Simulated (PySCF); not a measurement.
# Changing the system itself: GaB (triplet)

Aim: change spin, charge, geometry, field or solvent of GaB (triplet), one at a time, and compare with the base run.

The runs use PySCF 2.14.0; method and basis as typed in the scripts.

2 further runs of the same task are left out: 2 that didn't finish.

## Step 1: The system as given

GaB (triplet): 2 atoms, charge 0, spin multiplicity 3.

Bond lengths: Ga1–B2 2.020 Å.

## Step 2: Base script

input.py

```python
from pyscf import gto, dft
from pyscf.prop.polarizability import uhf as pol

mol = gto.M(
    atom='Ga 0 0 0; B 0 0 2.02',
    basis='lanl2dz',
    ecp={'Ga': 'lanl2dz'},
    charge=0,
    spin=2,
    verbose=4,
)
mf = dft.UKS(mol, xc='m062x')
mf.kernel()
print('polarizability (a.u.)')
print(pol.Polarizability(mf).polarizability().round(4))
mf.dip_moment()
print('orbital energies (hartree):', [e[max(0, n-3):n+3].round(4) for e, n in zip(mf.mo_energy, mol.nelec)])
```

The run is started by

```bash
OMP_NUM_THREADS=1 python input.py
```

Its log is not repeated here.

In short: E(SCF) = -26.695466 Eh, 12 cycles, ⟨S²⟩ = 2.099, μ = 1.90 D, α(xx, yy, zz) = 79.1, 79.1, 89.4 bohr³.

The bond length is a typed value, not an optimised one. The triplet is typed in the script; nothing here shows that it is the ground state.

## Step 3: Singlet

Edit 1 changes spin (2S): 2 → 0.

input.py

```python
from pyscf import gto, dft
from pyscf.prop.polarizability import uhf as pol

mol = gto.M(
    atom='Ga 0 0 0; B 0 0 2.02',
    basis='lanl2dz',
    ecp={'Ga': 'lanl2dz'},
    charge=0,
    spin=0,
    verbose=4,
)
mf = dft.UKS(mol, xc='m062x')
mf.kernel()
print('polarizability (a.u.)')
print(pol.Polarizability(mf).polarizability().round(4))
mf.dip_moment()
print('orbital energies (hartree):', [e[max(0, n-3):n+3].round(4) for e, n in zip(mf.mo_energy, mol.nelec)])
```

The run is started by

```bash
OMP_NUM_THREADS=1 python input.py
```

## Step 4: Bond 3.03 Å

Edit 2 changes bond length: 2.02 Å → 3.03 Å.

input.py, as its differences from that of step 2:

```diff
@@ -4,3 +4,3 @@
 mol = gto.M(
-    atom='Ga 0 0 0; B 0 0 2.02',
+    atom='Ga 0 0 0; B 0 0 3.03',
     basis='lanl2dz',
```

## Step 5: Septet

Edit 3 changes spin (2S): 2 → 6.

input.py, as its differences from that of step 2:

```diff
@@ -8,3 +8,3 @@
     charge=0,
-    spin=2,
+    spin=6,
     verbose=4,
```

## Step 6: Bond 2.525 Å

Edit 4 changes bond length: 2.02 Å → 2.525 Å.

input.py, as its differences from that of step 2:

```diff
@@ -4,3 +4,3 @@
 mol = gto.M(
-    atom='Ga 0 0 0; B 0 0 2.02',
+    atom='Ga 0 0 0; B 0 0 2.525',
     basis='lanl2dz',
```

**Question.** What will these runs give? Wanted: for each run, E(SCF); from base; gap, α spin; SCF dipole.

As calculated:

```
         run  E(SCF) (hartree)  from base (eV)  cycles  gap, α spin (eV)  SCF dipole (D)
        base        -26.695466               0      12              3.62            1.90
     singlet        -26.679229         +0.4418      16              3.70            1.79
 bond 3.03 Å        -26.657911         +1.0219      11              2.61            3.47
      septet        -26.352969         +9.3198       9              3.25            1.86
bond 2.525 Å        -26.681098         +0.3910      14              2.88            2.80
```

Of the runs whose energies can be compared, “septet” moves the SCF energy most (+9.320 eV). The singlet solution found lies 0.44 eV above the base triplet at this geometry and level. The septet solution found lies 9.32 eV above the base triplet at this geometry and level.
